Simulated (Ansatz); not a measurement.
**AsH2+ (singlet): wave-function methods side by side, cc-pVDZ**

How much of the correlation energy of AsH2+ (singlet) does each wave-function method recover here?

Program: Ansatz 0.2.0, Gaussian basis. Level of theory: cc-pVDZ, core rule «outside noble gas», up to 14 orbitals frozen. These are calculated values, not measurements.

The runs, in order: UHF; CCSD(T) on RHF; CCSD(T) on UHF; BCCD(T) on RHF; CISD; CCSDT(Q) on RHF; CCSDT(Q) on UHF; CISDTQ; CCSDTQ on RHF; CASSCF and MRCISD+Q, 6 electrons in 6 orbitals; CASSCF and NEVPT4(SD), 6 electrons in 6 orbitals; CASSCF and NEVPT2, 6 electrons in 6 orbitals; Full CI.

13 further runs of the same task are left out: 2 that didn't finish, 11 set aside as unsound or not needed.

## Step 1: The system

The geometry is a PBE0/def2-TZVP stationary point (not a proven minimum) of the parent state, kept for this charge and spin. No spin-orbit coupling is included. The filled d shell of As may be among the frozen orbitals whatever the setting's name suggests; the logs give the count.

3 atoms, charge 1, spin multiplicity 1.

Atoms are counted from 1 here; the program's logs count them from 0.

Bond lengths: As1–H2 1.511 Å, As1–H3 1.511 Å. Angles: H2–As1–H3 122.3°.

## Step 2: UHF

Input file in.yaml:

```yaml
crystal:
  periodic: [false, false, false]
  atoms:
    - {symbol: As, position_ang: [0.000000, -0.019098, 0.000000]}
    - {symbol: H, position_ang: [0.000000, 0.709797, -1.324011]}
    - {symbol: H, position_ang: [0.000000, 0.709797, 1.324011]}
basis:
  gaussian: {orbitals: cc-pVDZ}
total_charge: 1
magnetization: {spin_polarized: true, initial_magnetization: 0}
hamiltonian: {xc: hf}
output: {orbitals: {seedname: orbitals}}
```

Command:

```
> ansatz run in.yaml --threads 1 --pin off --events-out ev --progress --plain --max-ram 2393MiB
```

Further steps of the session: CCSD(T) on RHF; CCSD(T) on UHF; BCCD(T) on RHF; CISD; CCSDT(Q) on RHF; CCSDT(Q) on UHF; CISDTQ; CCSDTQ on RHF; CASSCF and MRCISD+Q, 6 electrons in 6 orbitals; CASSCF and NEVPT4(SD), 6 electrons in 6 orbitals; CASSCF and NEVPT2, 6 electrons in 6 orbitals; Full CI.

Before running them: what should the planned runs give, taken together? Wanted: FCI below the RHF energy; RMP2 from FCI; UMP2 from FCI; RCCSD from FCI; RCCSD(T) from FCI; UCCSD(T) from FCI; RCCSDT(Q) from FCI; UCCSDT(Q) from FCI; NEVPT2 valence from FCI.

The runs gave:

| quantity | value |
| --- | --- |
| FCI below the RHF energy | -3.2324 eV |
| RMP2 from FCI | +19.10 kcal/mol |
| UMP2 from FCI | +18.97 kcal/mol |
| RCCSD from FCI | +1.88 kcal/mol |
| RCCSD(T) from FCI | +0.46 kcal/mol |
| UCCSD(T) from FCI | +0.90 kcal/mol |
| RCCSDT(Q) from FCI | +0.02 kcal/mol |
| UCCSDT(Q) from FCI | +0.11 kcal/mol |
| NEVPT2 valence from FCI | +11.26 kcal/mol |
| NEVPT4(SD) valence from FCI | +1.62 kcal/mol |
| MRCISD+Q valence from FCI | +0.11 kcal/mol |
| levels within 1 kcal/mol (43 meV) | RCCSD(T), UCCSD(T), BCCD(T), RCCSDT, UCCSDT, CISDTQ, RCCSDT(Q), UCCSDT(Q), RCCSDTQ, MRCISD+Q valence |
| T1 diagnostic | 0.013 |
| effectively unpaired electrons | 0.09 |

**Reading.** RCCSD(T) lands +0.46 kcal/mol from the yardstick (0.6 % of the correlation energy). One determinant dominates. Of the multireference levels listed MRCISD+Q valence comes nearest in total energy (+0.11 kcal/mol), which doesn't show that its space is the better one. These misses are within one basis, not against nature.
